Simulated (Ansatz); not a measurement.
**ZnCl3: from a guess to a relaxed structure**

The task: take a trial cell of ZnCl3 to zero force and stress.

Program: Ansatz 0.2.0. Level of theory: DFT PBE, scalar-relativistic, plane waves, PAW. These are calculated values, not measurements.

## (1) The structure to begin with

Symmetry: P-6m2, No. 187, hexagonal system. Conventional cell: a = 3.188 Å, b = 3.188 Å, c = 10.101 Å, α = 90.00°, β = 90.00°, γ = 120.00°. Zn (site symmetry -6m2) has 6 Cl at 3.13 Å and 6 Zn at 3.19 Å as nearest neighbours. Around Cl (site symmetry -6m2) lie 12 Cl at 3.12 to 3.19 Å. Cl (site symmetry 3m) has 9 Cl at 3.12 to 3.19 Å and 3 Zn at 3.13 Å as nearest neighbours.

Structure file:

```cif
data_structure
_symmetry_space_group_name_H-M 'P-6m2'
_symmetry_Int_Tables_number 187
_cell_length_a 3.1883
_cell_length_b 3.1883
_cell_length_c 10.1014
_cell_angle_alpha 90.000
_cell_angle_beta 90.000
_cell_angle_gamma 120.000
_cell_volume 88.93
loop_
_atom_site_label
_atom_site_type_symbol
_atom_site_symmetry_multiplicity
_atom_site_Wyckoff_symbol
_atom_site_fract_x
_atom_site_fract_y
_atom_site_fract_z
_atom_site_occupancy
Zn1 Zn 1 e 0.66667 0.33333 0.00000 1
Cl1 Cl 1 f 0.66667 0.33333 0.50000 1
Cl2 Cl 2 h 0.33333 0.66667 0.25052 1
```

Recipe of the guess: species swapped into a database cell of MnFe3 (P-6m2, No. 187), with Zn on the Mn sites and Cl on the Fe sites. Lengths come from tabulated atomic sizes and are only a guess.

## (2) A first look at the guess

Input file input.yaml:

```yaml
crystal:
  lattice:
    - [3.18829309, 0.0, 0.0]
    - [-1.59414654, 2.76114281, 0.0]
    - [0.0, 0.0, 10.10142367]
  atoms:
    - { symbol: Zn, position: [0.66666667, 0.33333333, 0.0] }
    - { symbol: Cl, position: [0.66666667, 0.33333333, 0.5] }
    - { symbol: Cl, position: [0.33333333, 0.66666667, 0.25051999] }
    - { symbol: Cl, position: [0.33333333, 0.66666667, 0.74948001] }
basis:
  ecutwfc: 420
kpoints:
  mp_grid: { grid: [6, 6, 2] }
hamiltonian:
  xc: pbe
scf:
  occupations: { method: gaussian, width: 0.1 }
  lower_state_search: "off"
output:
  forces: true
  stress: true
  eigenvalues: true
```

Run with:

```bash
ansatz run input.yaml --threads 1 --pin off --max-ram 2560MiB --backend cpu --events-out ev --progress --plain --runs-dir out
```

Further runs follow: rough relaxation on the coarse mesh; relaxation on the finer mesh.

Before running it: what results should come out? Wanted: conventional cell; volume; energy over the elements; gap on the mesh.

**Answer**, as computed:

```
                                                              quantity                                                                        value
                                symmetry at the end (tolerance 0.05 Å)                                                  space group P-6m2 (No. 187)
                                                     conventional cell  a = 3.380 Å, b = 3.380 Å, c = 10.851 Å, α = 90.00°, β = 90.00°, γ = 120.00°
                                                                volume                                                                26.84 Å³/atom
energy over the elements (uncorrected; H, N, O, F and Cl as molecules)                                                                -0.45 eV/atom
                                                       gap on the mesh                                                                 none (metal)
```

What this shows: The space group P-6m2 (No. 187) is kept, and the volume per atom grows by 20.7 % from the first guess. It lies below the elements, which doesn't yet make it stable: competing phases were not computed in this session. No finished test with a distortion of lower symmetry is shown, so the end may be a saddle point. The final runs have no spin polarisation, so no magnetic state was tried and one may lie lower. Layers here are held mostly by dispersion, which this level lacks, so their spacing and the stiffness across them are unreliable there.
